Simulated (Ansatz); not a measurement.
# ClH4InOSi: up Jacob's ladder to CCSD(T)

One table from this session's results is given with a row withheld; the runs are named, their logs left out.

The runs use Ansatz 0.2.0, Gaussian basis; functionals in def2-TZVPP, the program's frozen cores in correlated methods.

The runs, in order: LDA (SPW92), PBE-D4, revPBE-D4, BLYP-D4, r2SCAN-D4, B97M-V, PBE0-D4, B3LYP-D4, r2SCANh-D4, r2SCAN0-D4, HSE06-D4, BHLYP-D4, CAM-B3LYP-D4, LC-ωPBE, ωB97X-V, ωB97M-V, B2PLYP, PBE-QIDH; CCSD(T)/def2-SVP; CCSD(T)/def2-TZVPP; MP2/def2-QZVPP; extrapolation to the limit; RPA on PBE.

**The geometry**

All runs share one geometry, relaxed beforehand with PBE0-D4 in a triple-zeta def2 set. In takes the def2 core potential; no spin-orbit term is included.

SMILES `[SiH3][O][InH][Cl]`, 8 atoms, charge 0, spin multiplicity 1.

Atoms are counted from 1 here; the program's logs count them from 0.

Bond lengths: Si1–O2 1.634 Å, Si1–H5 1.490 Å, Si1–H6 1.490 Å, Si1–H7 1.487 Å, O2–In3 1.965 Å, In3–Cl4 2.320 Å, In3–H8 1.687 Å. Angles: O2–Si1–H5 111.5°, O2–Si1–H6 111.5°, O2–Si1–H7 108.4°, H5–Si1–H6 108.0°, H5–Si1–H7 108.7°, H6–Si1–H7 108.7°, Si1–O2–In3 135.9°, O2–In3–Cl4 109.8°, O2–In3–H8 124.0°, Cl4–In3–H8 126.2°.

The first run:

File in.yaml:

```yaml
crystal:
  periodic: [false, false, false]
  atoms:
    - {symbol: Si, position_ang: [0.399346, 1.378626, -0.051062]}
    - {symbol: O, position_ang: [0.577272, -0.116545, 0.584003]}
    - {symbol: In, position_ang: [-0.271972, -1.869063, 0.324472]}
    - {symbol: Cl, position_ang: [-1.929286, -1.709195, -1.290715]}
    - {symbol: H, position_ang: [0.648716, 1.380446, -1.520004]}
    - {symbol: H, position_ang: [-0.971602, 1.912138, 0.185094]}
    - {symbol: H, position_ang: [1.381736, 2.286015, 0.599478]}
    - {symbol: H, position_ang: [0.165781, -3.262423, 1.168743]}
basis:
  gaussian: {orbitals: def2-TZVPP}
hamiltonian: {xc: lda}
output: {orbitals: {seedname: orbitals}}
```

On the command line:

```sh
ansatz run in.yaml --threads 4 --pin off --events-out ev --progress --plain --max-ram 10444MiB
```

Steps of the session up to this table: LDA; PBE-D4 (GGA); revPBE-D4 (GGA); BLYP-D4 (GGA); r2SCAN-D4 (meta-GGA); B97M-V (meta-GGA); B3LYP-D4 (hybrid); r2SCANh-D4 (hybrid); r2SCAN0-D4 (hybrid); HSE06-D4 (hybrid); BHLYP-D4 (hybrid); CAM-B3LYP-D4 (range-separated); LC-ωPBE (range-separated); ωB97X-V (range-separated); ωB97M-V (range-separated); B2PLYP (double hybrid); PBE-QIDH (double hybrid).

One table of the session follows, with a row left open; its other results are not shown here.

It belongs to the step «Orbital energies across the functionals». 

| functional | HOMO (eV) | LUMO (eV) | gap (eV) |
| --- | --- | --- | --- |
| LDA (SPW92) | -7.16 | -2.79 | 4.36 |
| PBE-D4 | -7.05 | -2.53 | 4.52 |
| revPBE-D4 | -7.01 | -2.43 | 4.58 |
| BLYP-D4 | ? | ? | ? |
| r2SCAN-D4 | -7.39 | -2.26 | 5.13 |
| B97M-V | -7.49 | -2.50 | 5.00 |
| PBE0-D4 | -8.45 | -1.75 | 6.71 |
| B3LYP-D4 | -8.25 | -2.04 | 6.21 |
| r2SCANh-D4 | -7.91 | -1.94 | 5.96 |
| r2SCAN0-D4 | -8.69 | -1.58 | 7.11 |
| HSE06-D4 | -8.05 | -2.10 | 5.95 |
| BHLYP-D4 | -9.81 | -1.12 | 8.69 |
| CAM-B3LYP-D4 | -9.89 | -0.95 | 8.93 |
| LC-ωPBE | -11.23 | 0.19 | 11.42 |
| ωB97X-V | -10.90 | 0.04 | 10.94 |
| ωB97M-V | -10.76 | -0.26 | 10.50 |

Q: Estimate the row for BLYP-D4 from the others.

Worked estimate for «HOMO (eV)». Against the share of exact exchange, B3LYP-D4 (0.2, -8.25), BHLYP-D4 (0.5, -9.81) give a slope of -5.20 per unit share; at 0 the line stands at -7.21.

As computed: HOMO (eV): -6.97; LUMO (eV): -2.51; gap (eV): 4.46. In «HOMO (eV)» the line misses by -0.24.
